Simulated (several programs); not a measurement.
WSe2 in the 2H-MoS2-type structure, relaxed with r2SCAN+rVV10 in Ansatz, was computed with several methods. Space group P6_3/mmc (No. 194), hexagonal; conventional cell a = 3.300 Å, c = 13.149 Å, 20.66 Å³ an atom. W is surrounded by 6 Se at 2.53 Å; Se is surrounded by 3 W at 2.53 Å. The values are computed, spin-unpolarised.

```
W Se
1.0
     3.29967    0.00000    0.00000
    -1.64983    2.85760    0.00000
     0.00000    0.00000   13.14870
W Se
2 4
Direct
  0.33333 0.66667 0.25000
  0.66667 0.33333 0.75000
  0.66667 0.33333 0.37666
  0.66667 0.33333 0.12334
  0.33333 0.66667 0.87666
  0.33333 0.66667 0.62334
```

Gaps and times are for a single point on this cell; volume and bulk modulus come from each method's own relaxation or energy curve at fixed shape, which is too stiff where a cell has free coordinates or axes. Times are rough, from shared hosts (AMD EPYC 7R13 Processor; Arm Neoverse V1; Arm Neoverse V2), and each method has its own mesh and cell size. A double dagger marks a value from a curve with shape and coordinates held. A star marks a curve whose lowest point is an end point. PM7 (MOPAC), GFN1-xTB (tblite), GFN2-xTB (tblite) treat a cluster of cells at its zone centre, which samples few k points: where these miss a band edge, the gap comes out too large for that reason alone. Gaps from k meshes are read at a limited set of points (mesh, symmetry points, PBE's band edges), so each method's own least gap may be somewhat smaller. xTB and the PM methods were fitted mostly to molecules, and can miss a solid's gap by electronvolts. Minimal bases can be far off for gaps. Times of the plane-wave ladder aren't listed, since it ran on unlike processors and cards. Curves at held shape can't give the bulk modulus of a layered or molecular crystal, so none is listed. d marks a direct gap, i an indirect one (no mark: not told apart), a dash a value that wasn't computed or didn't pass its checks.

| method | kind | gap (eV) | own volume (Å³/atom) | bulk modulus (GPa) | atoms computed | processor time |
| --- | --- | --- | --- | --- | --- | --- |
| PBE-D3(BJ) | semilocal | – | 19.85 | – | 6 | – |
| r2SCAN+rVV10 | semilocal | – | 20.66 | – | 6 | – |
| PBE-D4 | semilocal | – | 19.92 | – | 6 | – |
| GFN1-xTB (tblite) | tight binding | 1.99 | 20.28‡ | – | cluster | 3.8 s |
| light PBE (260 eV and a coarse mesh) | light plane-wave | 1.03 i | – | – | 6 | 4.3 s |
| GFN2-xTB (tblite) | tight binding | 0.92 | 21.01‡ | – | cluster | 7.2 s |
| LDA | semilocal | 0.96 i | – | – | 6 | – |
| PBE/SZV (CP2K) | small basis | 0.85 i | 22.96*‡ | – | 6 | 16 s |
| PBE | semilocal | 1.02 i | – | – | 6 | – |
| PBE/DZVP (CP2K) | small basis | 1.03 i | 21.27‡ | – | 6 | 37 s |
| r2SCAN | semilocal | 1.14 i | – | – | 6 | – |
| PBE+SOC | semilocal | 0.95 i | – | – | 6 | – |
| PM7 (MOPAC) | semi-empirical | 5.07 | – | – | cluster | 2.4 min |
| HSE06 | hybrid | 1.50 i | – | – | 6 | – |
| PBE0 | hybrid | 2.15 i | – | – | 6 | – |
| r2SCANh | hybrid | 1.58 i | – | – | 6 | – |
| DDH-PBE0 | hybrid | 1.38 i | – | – | 6 | – |

**Question.** How far from the measured values lie the methods that can be set against them?

**Answer.**
- Volume, measured 20.26 Å³ an atom: PBE-D3(BJ) -2.0 %, r2SCAN+rVV10 +2.0 %, PBE-D4 -1.7 %.
The calculations are for a static lattice; samples hold vibrations, temperature and, in optical gaps, excitons. A measured value is shown where most reports agree with it, and only for the quantities listed. Sources: 20.26 Å³ an atom (from the lattice constants; in-plane a, pristine; “Intrinsic p-type W-based transition metal dichalcogenide by substitutional Ta-doping”; 2017; arxiv:1707.05197).

Only the rows marked +SOC include spin-orbit coupling.
